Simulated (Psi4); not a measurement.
# [SiCl3]+ (SMILES Cl[Si+](Cl)Cl), step by step

We compute a structure relaxation (singlet [SiCl3]+, PBE/def2-SVPD), then a single-point energy (doublet SiCl3, UPBE/def2-SVPD), then a geometry optimisation (doublet SiCl3, UPBE/def2-SVPD) of Cl3Si. 

The calculation is run with Psi4 1.11.

## 1. The structure to begin with

[SiCl3]+ has 4 atoms, charge +1, and is taken as a singlet. As SMILES, `Cl[Si+](Cl)Cl`. The coordinates come from a PBE0-D4/def2-TZVP relaxation. The run starts from this shape.

Bond lengths: Cl1–Si2 1.947 Å, Si2–Cl3 1.947 Å, Si2–Cl4 1.947 Å. Angles: Cl1–Si2–Cl3 120.0°, Cl1–Si2–Cl4 120.0°, Cl3–Si2–Cl4 120.0°.

## 2. A structure relaxation at PBE/def2-SVPD (density fitting) (run 1)

cl3si.xyz

```xyz
4
Cl3Si
Cl    -1.556000    -0.622300     0.990900
Si     0.000000    -0.000100    -0.000100
Cl     1.772000    -0.669600     0.449500
Cl    -0.216000     1.292000    -1.440300
```

job.py

```python
import psi4

psi4.set_memory('1600 MB')
psi4.set_num_threads(1)
psi4.core.set_output_file('cl3si.out', False)

with open('cl3si.xyz') as f:
    atoms = ''.join(f.readlines()[2:])
mol = psi4.geometry('1 1\n' + atoms + 'symmetry c1')

psi4.set_options(dict(basis='def2-SVPD', reference='rks'))

e, wfn = psi4.optimize("pbe", molecule=mol, return_wfn=True)
print(f'pbe energy: {e:.10f} Eh')
print(mol.to_string(dtype='xyz', units='Angstrom'))
```

On the command line:

```sh
$ python job.py
```

cl3si.out:

```text
[...]
  Running in c1 symmetry.
[...]
  Nuclear repulsion =  330.127150927455659
[...]
  Multiplicity = 1
[...]
  Nalpha       = 32
  Nbeta        = 32
[...]
    Number of basis functions: 105
[...]
   @DF-RKS iter   1: -1668.64906737542697    6.63017e-01   2.58595e-03 DIIS/ADIIS
[...]
   @DF-RKS iter   7: -1668.68564887159096   -2.27374e-12   7.58267e-09 DIIS
[...]
  @DF-RKS Final Energy: -1668.68564887159096
   => Energetics <=
    Nuclear Repulsion Energy =            323.7532210805593422
    One-Electron Energy =               -2935.7586200670871222
    Two-Electron Energy =                1047.9555375968168391
    DFT Exchange-Correlation Energy =    -104.6357874818801150
    Empirical Dispersion Energy =           0.0000000000000000
    VV10 Nonlocal Energy =                  0.0000000000000000
    Total Energy =                      -1668.6856488715909563
[...]
  -Total Gradient:
     Atom            X                  Y                   Z
    ------   -----------------  -----------------  -----------------
       1       -0.000184231230    -0.000020829565     0.000051172466
       2        0.000017962353     0.000012613206    -0.000001698604
       3       -0.000075599875     0.000002758650     0.000005056494
       4       -0.000015725422    -0.000016024555     0.000016182105
[...]
    Final optimized geometry and variables:
    Molecular point group: c1
    Full point group: C1
    Geometry (in Angstrom), charge = 1, multiplicity = 1:
    CL          -1.586216024686    -0.635261002682     1.011034288437
    SI          -0.000433461435     0.000378848726    -0.000195943585
    CL           1.806133900918    -0.682727641125     0.458328987138
    CL          -0.219571084221     1.317685544844    -1.469206510372
[...]
```

The script printed:

```text
Some dependencies such as QCElemental have not yet finished migration to pydantic v2. If issues are encountered please downgrade pydantic or upgrade QCElemental as appropriate
	Energy has increased in a minimization.
	Energy ratio indicates iffy step.
	Intrafrag trust radius decreased to   0.25.
	Previous geometry is closer to target in internal coordinates, so using that one.

	Best geometry has RMS(Delta(q)) = 3.39e-05

Optimizer: Optimization complete!
pbe energy: -1668.6856488716 Eh
4
1 1 Cl3Si
Cl                   -1.586216024686    -0.635261002682     1.011034288437
Si                   -0.000433461435     0.000378848726    -0.000195943585
Cl                    1.806133900918    -0.682727641125     0.458328987138
Cl                   -0.219571084221     1.317685544844    -1.469206510372
```

It took 40 s on 1 thread of Intel Xeon Platinum 8259CL at 2.50GHz (Skylake/Cascade Lake), shared host; peak memory 0.51 GiB.

Step by step:

```
step  energy from the first frame kept (eV)  largest force (eV/Å)
   0                                 0.0000                1.0418
   1                                -0.0514                0.3295
   2                                -0.0567                0.0866
   3                                 0.0317                0.8652
   4                                -0.0317                0.4605
   5                                -0.0574                0.0473
   6                                -0.0576                0.0099
```

After the run. Bond lengths: Cl1–Si2 1.985 Å, Si2–Cl3 1.985 Å, Si2–Cl4 1.985 Å. Angles: Cl1–Si2–Cl3 119.9°, Cl1–Si2–Cl4 120.1°, Cl3–Si2–Cl4 120.0°.

## 3. Doublet neutral SiCl3: the energy at UPBE/def2-SVPD (density fitting) (run 2)

calc.in

```
memory 1600 mb

molecule m {
  0 2
  Cl
  Si 1 1.985279
  Cl 2 1.985085 1 119.94067
  Cl 2 1.985273 3 119.98082 1 -179.9868
  symmetry c1
}

set basis def2-SVPD
set reference uks

result = energy("pbe")
```

On the command line:

```sh
$ psi4 -n 1 calc.in calc.out
```

calc.out:

```text
[...]
  Running in c1 symmetry.
[...]
  Nuclear repulsion =  323.753253794402383
[...]
  Multiplicity = 2
[...]
  Nalpha       = 33
  Nbeta        = 32
[...]
    Number of basis functions: 105
[...]
   @DF-UKS iter   1: -1668.84049356906598    3.69537e-01   3.65575e-03 ADIIS/DIIS
[...]
   @DF-UKS iter  10: -1668.92762338523403   -1.41454e-08   5.21708e-07 DIIS
[...]
   @S^2 Observed:                7.537603546E-01
[...]
  @DF-UKS Final Energy: -1668.92762338523403
   => Energetics <=
    Nuclear Repulsion Energy =            323.7532537944023829
    One-Electron Energy =               -2950.6932133097579936
    Two-Electron Energy =                1062.9776817104075235
    DFT Exchange-Correlation Energy =    -104.9653455802860833
    Empirical Dispersion Energy =           0.0000000000000000
    VV10 Nonlocal Energy =                  0.0000000000000000
    Total Energy =                      -1668.9276233852340283
[...]
 Multipole Moments:
 ------------------------------------------------------------------------------------
     Multipole            Electronic (a.u.)      Nuclear  (a.u.)        Total (a.u.)
 ------------------------------------------------------------------------------------
 L = 1.  Multiply by 2.5417464519 to convert [e a0] to [Debye]
 Dipole X            :          0.0000788           -0.0000786            0.0000002
 Dipole Y            :          0.0002373            0.0004418            0.0006790
 Dipole Z            :          0.0000441           -0.0000941           -0.0000500
 Magnitude           :                                                    0.0006809
[...]
```

Run time: 8.4 s. Hardware: 1 thread of Intel Xeon Platinum 8259CL at 2.50GHz (Skylake/Cascade Lake), shared host; peak memory 0.46 GiB.

## 4. Doublet neutral SiCl3: a geometry optimisation at UPBE/def2-SVPD (density fitting) (run 3)

job.inp

```
memory 1.6 GB

molecule {
  0 2
  Cl    -1.586216    -0.635256     1.011040
  Si    -0.000433     0.000384    -0.000191
  Cl     1.806134    -0.682722     0.458334
  Cl    -0.219571     1.317691    -1.469201
  symmetry c1
}

set globals {
  basis        def2-SVPD
  reference    uks
  geom_maxiter 50
}

energy_value = optimize("pbe")
```

On the command line:

```sh
$ psi4 -i job.inp -o job.out -n 1
```

job.out:

```text
[...]
  Running in c1 symmetry.
[...]
  Nuclear repulsion =  323.753214060908192
[...]
  Multiplicity = 2
[...]
  Nalpha       = 33
  Nbeta        = 32
[...]
    Number of basis functions: 105
[...]
   @DF-UKS iter   1: -1668.84049368704223    3.69536e-01   3.65575e-03 DIIS/ADIIS
[...]
   @DF-UKS iter   7: -1668.98367404568876   -9.09495e-13   4.19249e-09 DIIS
[...]
   @S^2 Observed:                7.519336677E-01
[...]
  @DF-UKS Final Energy: -1668.98367404568876
   => Energetics <=
    Nuclear Repulsion Energy =            315.8662669650930752
    One-Electron Energy =               -2935.1875146096381286
    Two-Electron Energy =                1055.2298696472403208
    DFT Exchange-Correlation Energy =    -104.8922960483840257
    Empirical Dispersion Energy =           0.0000000000000000
    VV10 Nonlocal Energy =                  0.0000000000000000
    Total Energy =                      -1668.9836740456887583
[...]
  -Total Gradient:
     Atom            X                  Y                   Z
    ------   -----------------  -----------------  -----------------
       1        0.000150741695     0.000060860338    -0.000181538763
       2       -0.000007622412     0.000022602821    -0.000006527261
       3       -0.000169509656     0.000031843780     0.000040964625
       4        0.000023375266    -0.000148868604     0.000111103125
[...]
    Final optimized geometry and variables:
    Molecular point group: c1
    Full point group: C1
    Geometry (in Angstrom), charge = 0, multiplicity = 2:
    CL          -1.587240759671    -0.739343897656     0.901602359899
    SI           0.065398940146     0.418624971652     0.365904271393
    CL           1.770212149541    -0.786603038859     0.355843116468
    CL          -0.235293991374     1.191024879335    -1.550188192651
    Psi4 run time: 0:02:05.75
[...]
```

Standard output:

```text
Optimizer: Optimization complete!
```

It took 2.1 min on 1 thread of Intel Xeon Platinum 8259CL at 2.50GHz (Skylake/Cascade Lake), shared host; peak memory 0.56 GiB.

Steps, from the record of the run:

```
step  energy from the first frame kept (eV)  largest force (eV/Å)
   0                                 0.0000                1.5457
   1                                -0.1513                2.2019
   2                                -0.0651                1.6277
   3                                -0.3827                1.1113
   4                                -0.8301                1.2547
   5                                -1.1806                1.4883
   6                                -0.9224                3.2388
   7                                -1.4165                1.1931
   8                                -1.5079                0.5798
   9                                -1.1785                2.4574
  10                                -1.3822                1.5264
  11                                -1.5233                0.0863
  12                                -1.5252                0.0258
  13                                -1.5252                0.0129
  14                                -1.5252                0.0125
```

After the run. Bond lengths: Cl1–Si2 2.088 Å, Si2–Cl3 2.088 Å, Si2–Cl4 2.088 Å. Angles: Cl1–Si2–Cl3 109.1°, Cl1–Si2–Cl4 109.1°, Cl3–Si2–Cl4 109.1°.

## 5. Results

| quantity | value |
| --- | --- |
| run 1, PBE/def2-SVPD: total energy at the end | -1668.68565 Eh |
| run 1, PBE/def2-SVPD: HOMO energy | -14.10 eV |
| run 1, PBE/def2-SVPD: LUMO energy | -9.39 eV |
| run 1, PBE/def2-SVPD: HOMO–LUMO gap | 4.71 eV |
| doublet neutral SiCl3, run 2: total energy | -1668.92762 Eh |
| doublet neutral SiCl3, run 2: dipole moment | 0.00 D |
| doublet neutral SiCl3, run 2: HOMO energy (highest over α and β) | -3.70 eV |
| doublet neutral SiCl3, run 2: LUMO energy (lowest over α and β) | -3.49 eV |
| doublet neutral SiCl3, run 2: ⟨S²⟩ | 0.754 |
| doublet neutral SiCl3, run 3: total energy at the end | -1668.98367 Eh |
| doublet neutral SiCl3, run 3: dipole moment | 0.69 D |
| doublet neutral SiCl3, run 3: HOMO energy (highest over α and β) | -6.28 eV |
| doublet neutral SiCl3, run 3: LUMO energy (lowest over α and β) | -4.80 eV |
| doublet neutral SiCl3, run 3: ⟨S²⟩ | 0.752 |
| adiabatic electron affinity (to the doublet neutral, no zero-point term) | 8.110 eV |

The adiabatic electron affinity (to the doublet neutral, no zero-point term) is 8.11 eV (782 kJ/mol). The optimisation (run 1, PBE/def2-SVPD) took 7 steps and changed the energy by -0.058 eV. The optimisation (doublet neutral SiCl3, run 3) took 15 steps and changed the energy by -1.525 eV.
